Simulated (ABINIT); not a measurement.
The system is MoN2.

```
CELL_PARAMETERS angstrom
4.34805 0.00000 0.00000
0.00000 4.34805 0.00000
0.00000 0.00000 2.76746
ATOMIC_POSITIONS crystal
Mo 0.00000 0.00000 0.00000
Mo 0.50000 0.50000 0.00000
N 0.61165 0.88835 0.50000
N 0.38835 0.11165 0.50000
N 0.11165 0.61165 0.50000
N 0.88835 0.38835 0.50000
```

Measurements of this composition are mostly on another form, of space group No. 160.

```yaml
Program: ABINIT 10.8.3 (patched build)
Task: relaxation of cell and atoms
Functional: LDA
Potentials_or_basis: JTH PAW LDA v2.0
Cutoff: 707 eV
k_mesh: 5 × 5 × 8
Occupations: fermi-dirac, width 0.05 eV
Spin: no spin polarisation
```

At the start: pressure -21.1 GPa; volume 8.72 Å³/atom.

Q: Where does the relaxation end?

A: Over 5 steps the energy falls by 35.6 meV/atom and the volume is 8.21 Å³/atom (-5.9 %); space group P4/mbm (No. 127, to 0.05 Å).

The path:
| step | energy change (eV) | largest force (eV/Å) | pressure (GPa) | volume (Å³) |
| --- | --- | --- | --- | --- |
| 1 | 0.0000 | 0.2236 | -21.10 | 52.32 |
| 2 | -0.2051 | 0.4877 | 2.67 | 49.02 |
| 3 | -0.2130 | 0.1298 | -0.23 | 49.30 |
| 4 | -0.2136 | 0.0316 | -0.11 | 49.26 |
| 5 | -0.2137 | 0.0004 | -0.02 | 49.24 |

Final structure:
```
Mo N
1.0
     4.26698    0.00000    0.00000
     0.00000    4.26698    0.00000
     0.00000    0.00000    2.70452
Mo N
2 4
Direct
  0.00000 0.00000 0.00000
  0.50000 0.50000 0.00000
  0.61237 0.88763 0.50000
  0.38763 0.11237 0.50000
  0.11237 0.61237 0.50000
  0.88763 0.38763 0.50000
```
